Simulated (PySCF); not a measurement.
# InHF2 (SMILES [F][InH][F]), step by step, part 1 of 2

Wanted: a series of 17 runs (PBE0-D4/def2-TZVP, MP2/def2-TZVPP, RI-MP2/def2-QZVPP, PBE-D4/def2-TZVPP, r2SCAN-D4/def2-TZVPP, B3LYP-D4/def2-TZVPP, PBE0-D4/def2-TZVPP, wB97M-V/def2-TZVPP, and more) of F2HIn. Input form: a Python script.

Program for the calculation: PySCF 2.14.0.

1 further run of the same task is left out (for a faulty analytic Hessian).

## 1. Starting point

InHF2 has 4 atoms, charge 0, and is taken as a singlet. As SMILES, `[F][InH][F]`. All atoms were displaced at random from a relaxed shape. The run starts from this shape.

Bond lengths: F1–In2 1.929 Å, In2–F3 1.915 Å, In2–H4 1.673 Å. Angles: F1–In2–F3 106.8°, F1–In2–H4 125.8°, F3–In2–H4 127.4°.

## 2. A geometry optimisation at PBE0-D4/def2-TZVP (density fitting with def2-universal-jkfit, core potential) (run 1)

input.xyz reads:

```xyz
4
F2HIn
F     -1.706484    -0.692328     0.194460
In     0.031907     0.098680    -0.072801
F      1.295329    -1.030181     0.819683
H      0.349848     1.489891    -0.945570
```

input.py reads:

```python
from pyscf import gto, dft
from pyscf.geomopt.geometric_solver import kernel as optimise

mol = gto.M(
    atom='input.xyz',
    ecp={'In': 'def2-svp'},
    charge=0,
    max_memory=1860,
    verbose=3,
    basis='def2-tzvp',
)

mf = dft.RKS(mol, xc='pbe0')
mf = mf.density_fit(auxbasis='def2-universal-jkfit')
mf.grids.level = 4
mf.max_cycle = 100
mf.disp = 'd4'
mf.conv_tol = 1e-09
converged, mol_eq = optimise(mf, maxsteps=100)
print('converged:', converged)
print(mol_eq.tostring())

mf.reset(mol_eq)
mol = mol_eq
mf.kernel()
e_tot = mf.e_tot
print('E = %.10f Eh' % e_tot)
```

On the command line:

```bash
OMP_NUM_THREADS=1 python input.py
```

The program printed:

```text
maxiter                   100
----------------------------------------------------------
Custom engine selected.
Bonds will be generated from interatomic distances less than 1.20 times sum of covalent radii
12 internal coordinates being used (instead of 12 Cartesians)
Internal coordinate system (atoms numbered from 1):
Distance 1-2
Distance 2-3
Distance 2-4
Angle 1-2-4
Angle 3-2-4
Out-of-Plane 2-1-3-4
Translation-X 1-4
Translation-Y 1-4
Translation-Z 1-4
Rotation-A 1-4
Rotation-B 1-4
Rotation-C 1-4
> ===== Optimization Info: ====
> Job type: Energy minimization
> Maximum number of optimization cycles: 100
> Initial / maximum trust radius (Angstrom): 0.100 / 0.300
> Convergence Criteria:
> Will converge when all 5 criteria are reached:
>  |Delta-E| < 1.00e-06
>  RMS-Grad  < 3.00e-04
>  Max-Grad  < 4.50e-04
>  RMS-Disp  < 1.20e-03
>  Max-Disp  < 1.80e-03
> === End Optimization Info ===

Geometry optimization cycle 1
Cartesian coordinates (Angstrom)
 Atom        New coordinates             dX        dY        dZ
   F  -1.706484  -0.692328   0.194460    0.000000  0.000000  0.000000
  In   0.031907   0.098680  -0.072801    0.000000  0.000000  0.000000
   F   1.295329  -1.030181   0.819683    0.000000  0.000000  0.000000
   H   0.349848   1.489891  -0.945570    0.000000  0.000000  0.000000

WARN: Mole.unit (angstrom) is changed to Bohr

converged SCF energy = -390.369666743549
--------------- DFRKS_Scanner gradients ---------------
         x                y                z
0 F     0.0030231798     0.0013426022    -0.0007948016
1 In     0.0032739084    -0.0044136404     0.0039948026
2 F    -0.0057438193     0.0051969241    -0.0042433859
3 H    -0.0005457015    -0.0021084294     0.0009971513
----------------------------------------------
cycle 1: E = -390.369666744  dE = -390.37  norm(grad) = 0.0118943
Step    0 : Gradient = 5.947e-03/8.832e-03 (rms/max) Energy = -390.3696667435
Hessian Eigenvalues: 4.50000e-02 5.00000e-02 5.00000e-02 ... 1.60000e-01 1.81385e-01 1.88106e-01

Geometry optimization cycle 2
Cartesian coordinates (Angstrom)
 Atom        New coordinates             dX        dY        dZ
   F  -1.716368  -0.691287   0.204553   -0.009884  0.001041  0.010093
  In   0.032445   0.088142  -0.097800    0.000538 -0.010538 -0.024999
   F   1.304328  -1.040453   0.835656    0.008999 -0.010272  0.015973
   H   0.349874   1.508921  -0.944679    0.000026  0.019030  0.000891
converged SCF energy = -390.369806735344
--------------- DFRKS_Scanner gradients ---------------
         x                y                z
0 F    -0.0014105971    -0.0004686119     0.0006265493
1 In     0.0001502703     0.0006151137    -0.0024722765
2 F     0.0013459187    -0.0013252488     0.0017288255
3 H    -0.0001839068     0.0011312675     0.0000765805
----------------------------------------------
cycle 2: E = -390.369806735  dE = -0.000139992  norm(grad) = 0.00412203
Step    1 : Displace = 2.081e-02/2.750e-02 (rms/max) Trust = 1.000e-01 (=) Grad = 2.061e-03/2.561e-03 (rms/max) E (change) = -390.3698067353 (-1.400e-04) Quality = 0.487
Hessian Eigenvalues: 4.97891e-02 4.99948e-02 5.00000e-02 ... 1.60129e-01 1.81811e-01 2.32676e-01

Geometry optimization cycle 3
Cartesian coordinates (Angstrom)
 Atom        New coordinates             dX        dY        dZ
   F  -1.716344  -0.694918   0.193968    0.000024 -0.003631 -0.010584
  In   0.027014   0.110210  -0.060868   -0.005431  0.022068  0.036932
   F   1.308794  -1.045914   0.823501    0.004465 -0.005461 -0.012155
   H   0.353547   1.497160  -0.957377    0.003673 -0.011761 -0.012698
converged SCF energy = -390.369796245097
--------------- DFRKS_Scanner gradients ---------------
         x                y                z
0 F    -0.0007904667    -0.0007024327    -0.0004823851
1 In    -0.0006444438     0.0024096812     0.0008320246
2 F     0.0015529246    -0.0017323137     0.0006678623
3 H    -0.0000434355     0.0000711614    -0.0010444928
----------------------------------------------
cycle 3: E = -390.369796245  dE = 1.04902e-05  norm(grad) = 0.00390148
Step    2 : Displace = 2.505e-02/4.301e-02 (rms/max) Trust = 1.000e-01 (=) Grad = 1.951e-03/2.629e-03 (rms/max) E (change) = -390.3697962451 (+1.049e-05) Quality = -0.107
Hessian Eigenvalues: 4.97267e-02 4.99968e-02 4.99999e-02 ... 1.67162e-01 1.71689e-01 1.82544e-01

Geometry optimization cycle 4
Cartesian coordinates (Angstrom)
 Atom        New coordinates             dX        dY        dZ
   F  -1.716546  -0.689692   0.198605   -0.000201  0.005227  0.004637
  In   0.028763   0.097110  -0.076652    0.001749 -0.013100 -0.015784
   F   1.306456  -1.038635   0.825194   -0.002338  0.007279  0.001693
   H   0.353662   1.497313  -0.947454    0.000115  0.000154  0.009924
converged SCF energy = -390.36986953688
--------------- DFRKS_Scanner gradients ---------------
         x                y                z
0 F     0.0003179440     0.0001890897    -0.0002963576
1 In     0.0002609831    -0.0003743922     0.0005744280
2 F    -0.0003836429     0.0004024015    -0.0003235869
3 H    -0.0002117740    -0.0002167991    -0.0000085165
----------------------------------------------
cycle 4: E = -390.369869537  dE = -7.32918e-05  norm(grad) = 0.00112635
Step    3 : Displace = 1.256e-02/2.062e-02 (rms/max) Trust = 1.252e-02 (-) Grad = 5.632e-04/7.337e-04 (rms/max) E (change) = -390.3698695369 (-7.329e-05) Quality = 0.894
Hessian Eigenvalues: 4.95791e-02 4.99961e-02 4.99999e-02 ... 1.59647e-01 1.81838e-01 2.15225e-01

Geometry optimization cycle 5
Cartesian coordinates (Angstrom)
 Atom        New coordinates             dX        dY        dZ
   F  -1.716119  -0.690116   0.203123    0.000427 -0.000425  0.004518
  In   0.029066   0.096693  -0.080495    0.000302 -0.000417 -0.003843
   F   1.304353  -1.040587   0.826349   -0.002103 -0.001951  0.001154
   H   0.356045   1.500266  -0.946981    0.002383  0.002952  0.000473
converged SCF energy = -390.369873489375
--------------- DFRKS_Scanner gradients ---------------
         x                y                z
0 F    -0.0001426856    -0.0000956167    -0.0000505655
1 In     0.0002612744    -0.0000075398    -0.0000656605
2 F    -0.0000095767    -0.0000389773     0.0001339737
3 H    -0.0001384128     0.0001309673    -0.0000602080
----------------------------------------------
cycle 5: E = -390.369873489  dE = -3.9525e-06  norm(grad) = 0.000405199
Step    4 : Displace = 3.567e-03/4.425e-03 (rms/max) Trust = 1.771e-02 (+) Grad = 2.026e-04/2.695e-04 (rms/max) E (change) = -390.3698734894 (-3.952e-06) Quality = 0.879
Hessian Eigenvalues: 4.12946e-02 4.99965e-02 4.99999e-02 ... 1.75664e-01 1.86417e-01 2.56118e-01

Geometry optimization cycle 6
Cartesian coordinates (Angstrom)
 Atom        New coordinates             dX        dY        dZ
   F  -1.716725  -0.688486   0.204996   -0.000606  0.001631  0.001874
  In   0.028637   0.096938  -0.079821   -0.000428  0.000246  0.000674
   F   1.304432  -1.041338   0.825170    0.000080 -0.000751 -0.001179
   H   0.358267   1.499560  -0.946225    0.002221 -0.000706  0.000756
converged SCF energy = -390.369874706273
--------------- DFRKS_Scanner gradients ---------------
         x                y                z
0 F    -0.0000834643    -0.0000727945    -0.0000669377
1 In     0.0001772663     0.0000341328    -0.0000716159
2 F     0.0000048784    -0.0000196452     0.0001153403
3 H    -0.0001279534     0.0000463435    -0.0000168920
----------------------------------------------
cycle 6: E = -390.369874706  dE = -1.2169e-06  norm(grad) = 0.000294926
Step    5 : Displace = 8.826e-04/1.130e-03 (rms/max) Trust = 2.505e-02 (+) Grad = 1.475e-04/1.942e-04 (rms/max) E (change) = -390.3698747063 (-1.217e-06) Quality = 1.436
Hessian Eigenvalues: 6.12499e-03 4.99967e-02 4.99999e-02 ... 1.73065e-01 1.96408e-01 2.58322e-01

Geometry optimization cycle 7
Cartesian coordinates (Angstrom)
 Atom        New coordinates             dX        dY        dZ
   F  -1.721133  -0.673833   0.223643   -0.004408  0.014653  0.018647
  In   0.026157   0.099015  -0.075085   -0.002481  0.002076  0.004736
   F   1.302823  -1.050127   0.815323   -0.001610 -0.008789 -0.009847
   H   0.378844   1.495953  -0.940601    0.020578 -0.003607  0.005625
converged SCF energy = -390.369878449449
--------------- DFRKS_Scanner gradients ---------------
         x                y                z
0 F     0.0001780104    -0.0000488520    -0.0000791378
1 In    -0.0003024726     0.0000167504     0.0000185898
2 F     0.0000212330     0.0001407455    -0.0000108986
3 H     0.0000733688    -0.0001289209     0.0000658857
----------------------------------------------
cycle 7: E = -390.369878449  dE = -3.74318e-06  norm(grad) = 0.000423292
Step    6 : Displace = 6.766e-03/8.715e-03 (rms/max) Trust = 3.542e-02 (+) Grad = 2.116e-04/3.035e-04 (rms/max) E (change) = -390.3698784494 (-3.743e-06) Quality = 0.609
Hessian Eigenvalues: 4.29084e-03 4.99973e-02 5.00000e-02 ... 1.74069e-01 1.97892e-01 2.77810e-01

Geometry optimization cycle 8
Cartesian coordinates (Angstrom)
 Atom        New coordinates             dX        dY        dZ
   F  -1.722579  -0.666605   0.230351   -0.001446  0.007228  0.006708
  In   0.026608   0.099652  -0.073992    0.000451  0.000637  0.001093
   F   1.301773  -1.055073   0.811902   -0.001049 -0.004946 -0.003421
   H   0.386028   1.495312  -0.938831    0.007184 -0.000641  0.001770
converged SCF energy = -390.369879004828
--------------- DFRKS_Scanner gradients ---------------
         x                y                z
0 F     0.0001347680    -0.0000826974    -0.0000461830
1 In    -0.0003752363     0.0000732551    -0.0000426549
2 F     0.0000887313     0.0001128193     0.0000265708
3 H     0.0001197481    -0.0001253936     0.0000757724
----------------------------------------------
cycle 8: E = -390.369879005  dE = -5.55378e-07  norm(grad) = 0.000481907
Step    7 : Displace = 1.362e-03/1.755e-03 (rms/max) Trust = 3.542e-02 (=) Grad = 2.410e-04/3.847e-04 (rms/max) E (change) = -390.3698790048 (-5.554e-07) Quality = 0.487
Hessian Eigenvalues: 1.29579e-03 4.97691e-02 4.99974e-02 ... 1.76969e-01 1.94121e-01 2.59937e-01

Geometry optimization cycle 9
Cartesian coordinates (Angstrom)
 Atom        New coordinates             dX        dY        dZ
   F  -1.728306  -0.621846   0.265775   -0.005727  0.044759  0.035423
  In   0.032630   0.103719  -0.068358    0.006022  0.004067  0.005634
   F   1.293356  -1.086761   0.792161   -0.008417 -0.031687 -0.019741
   H   0.424626   1.492527  -0.930830    0.038598 -0.002785  0.008001
converged SCF energy = -390.369880027782
--------------- DFRKS_Scanner gradients ---------------
         x                y                z
0 F     0.0000064854    -0.0001604590     0.0001280690
1 In    -0.0005981204     0.0002062245    -0.0002096317
2 F     0.0002819494    -0.0000411347     0.0001540090
3 H     0.0002966532    -0.0000284904     0.0000534185
----------------------------------------------
cycle 9: E = -390.369880028  dE = -1.02295e-06  norm(grad) = 0.000826431
Step    8 : Displace = 4.609e-03/5.845e-03 (rms/max) Trust = 3.542e-02 (=) Grad = 4.132e-04/6.665e-04 (rms/max) E (change) = -390.3698800278 (-1.023e-06) Quality = 0.141
Poor-quality step dominated by net translation/rotation detected; will project out net forces and torques past this point.
Hessian Eigenvalues: 1.57728e-03 4.95836e-02 4.99976e-02 ... 1.75706e-01 1.93308e-01 2.71542e-01

Geometry optimization cycle 10
Cartesian coordinates (Angstrom)
 Atom        New coordinates             dX        dY        dZ
   F  -1.727973  -0.617778   0.263702    0.000333  0.004068 -0.002073
  In   0.035389   0.103674  -0.069164    0.002759 -0.000045 -0.000806
   F   1.292564  -1.090230   0.791152   -0.000792 -0.003469 -0.001009
   H   0.423496   1.493580  -0.931806   -0.001130  0.001053 -0.000976
converged SCF energy = -390.369884496578
--------------- DFRKS_Scanner gradients ---------------
         x                y                z
0 F    -0.0001034568    -0.0001585525     0.0001252343
1 In    -0.0003687358     0.0001817939    -0.0001875079
2 F     0.0002387683    -0.0000551206     0.0001620095
3 H     0.0002190642     0.0000071386     0.0000291127
----------------------------------------------
cycle 10: E = -390.369884497  dE = -4.4688e-06  norm(grad) = 0.000625207
Step    9 : Displace = 2.482e-03/3.203e-03 (rms/max) Trust = 2.305e-03 (-) Grad = 2.957e-04/4.407e-04 (rms/max) E (change) = -390.3698844966 (-4.469e-06) Quality = 1.547
Hessian Eigenvalues: 1.73277e-03 3.36339e-02 4.99936e-02 ... 1.78566e-01 1.93371e-01 2.54469e-01

Geometry optimization cycle 11
Cartesian coordinates (Angstrom)
 Atom        New coordinates             dX        dY        dZ
   F  -1.726487  -0.616517   0.261344    0.001486  0.001261 -0.002358
  In   0.038022   0.102906  -0.069515    0.002632 -0.000768 -0.000351
   F   1.292174  -1.091540   0.792733   -0.000390 -0.001310  0.001581
   H   0.419126   1.494441  -0.932410   -0.004370  0.000861 -0.000604
converged SCF energy = -390.369887515536
--------------- DFRKS_Scanner gradients ---------------
         x                y                z
0 F     0.0000129301    -0.0000564219     0.0000834087
1 In    -0.0001943806    -0.0000315334    -0.0000943992
2 F     0.0000553858     0.0000589916     0.0000966984
3 H     0.0001064845     0.0000059304     0.0000448560
----------------------------------------------
cycle 11: E = -390.369887516  dE = -3.01896e-06  norm(grad) = 0.000295434
Step   10 : Displace = 3.088e-03/3.961e-03 (rms/max) Trust = 3.259e-03 (+) Grad = 1.171e-04/1.892e-04 (rms/max) E (change) = -390.3698875155 (-3.019e-06) Quality = 0.936
Hessian Eigenvalues: 2.01640e-03 2.95304e-02 4.99553e-02 ... 1.81587e-01 1.99834e-01 2.50538e-01

Geometry optimization cycle 12
Cartesian coordinates (Angstrom)
 Atom        New coordinates             dX        dY        dZ
   F  -1.725287  -0.618058   0.256492    0.001200 -0.001541 -0.004852
  In   0.040097   0.102418  -0.069447    0.002076 -0.000488  0.000068
   F   1.292848  -1.091224   0.795264    0.000674  0.000316  0.002531
   H   0.412614   1.495308  -0.933734   -0.006512  0.000867 -0.001324
converged SCF energy = -390.369888613863
--------------- DFRKS_Scanner gradients ---------------
         x                y                z
0 F    -0.0000379152    -0.0000308622     0.0000371844
1 In     0.0000051636    -0.0000246408    -0.0000407315
2 F     0.0000157469     0.0000395228     0.0000991351
3 H    -0.0000082335    -0.0000074342     0.0000271817
----------------------------------------------
cycle 12: E = -390.369888614  dE = -1.09833e-06  norm(grad) = 0.000136255
Step   11 : Displace = 3.242e-03/4.176e-03 (rms/max) Trust = 4.609e-03 (+) Grad = 2.647e-05/3.813e-05 (rms/max) E (change) = -390.3698886139 (-1.098e-06) Quality = 0.991
Hessian Eigenvalues: 2.02775e-03 2.98247e-02 4.99204e-02 ... 1.82609e-01 2.00106e-01 2.50172e-01

Geometry optimization cycle 13
Cartesian coordinates (Angstrom)
 Atom        New coordinates             dX        dY        dZ
   F  -1.725092  -0.618041   0.256676    0.000195  0.000017  0.000183
  In   0.040101   0.102572  -0.069354    0.000004  0.000153  0.000093
   F   1.292585  -1.091427   0.795135   -0.000263 -0.000203 -0.000129
   H   0.412780   1.495379  -0.933709    0.000166  0.000070  0.000025
converged SCF energy = -390.369888582138
--------------- DFRKS_Scanner gradients ---------------
         x                y                z
0 F     0.0000083933    -0.0000212673     0.0000310056
1 In    -0.0000219022    -0.0000454758    -0.0000173503
2 F    -0.0000051329     0.0000478770     0.0000879748
3 H    -0.0000061919    -0.0000060968     0.0000216324
----------------------------------------------
cycle 13: E = -390.369888582  dE = 3.17251e-08  norm(grad) = 0.000122207
Step   12 : Displace = 2.014e-04/2.616e-04 (rms/max) Trust = 6.519e-03 (+) Grad = 8.704e-06/1.148e-05 (rms/max) E (change) = -390.3698885821 (+3.173e-08) Quality = -3.239
Hessian Eigenvalues: 2.02775e-03 2.98247e-02 4.99204e-02 ... 1.82609e-01 2.00106e-01 2.50172e-01
Converged! =D

converged: True
F          -1.72509236       -0.61804052        0.25667553
In          0.04010097        0.10257154       -0.06935383
F           1.29258516       -1.09142698        0.79513510
H           0.41277993        1.49537860       -0.93370908
converged SCF energy = -390.369888582376
E = -390.3698885824 Eh
```

Run time: 2.6 min. Hardware: 1 thread of Arm Neoverse V1, shared host; peak memory 1.1 GiB.

The path in brief:

```csv
step,energy from the first frame kept (eV),largest force (eV/Å)
0,0.0000,0.4542
1,-0.0038,0.1317
2,-0.0035,0.1352
3,-0.0055,0.0377
4,-0.0056,0.0139
5,-0.0057,0.0100
6,-0.0058,0.0156
7,-0.0058,0.0198
8,-0.0058,0.0343
9,-0.0059,0.0232
10,-0.0060,0.0112
11,-0.0060,0.0055
12,-0.0060,0.0052
```

After the run. Bond lengths: F1–In2 1.934 Å, In2–F3 1.934 Å, In2–H4 1.681 Å. Angles: F1–In2–F3 106.6°, F1–In2–H4 126.7°, F3–In2–H4 126.7°.

(Continued in part 2 of 2.)
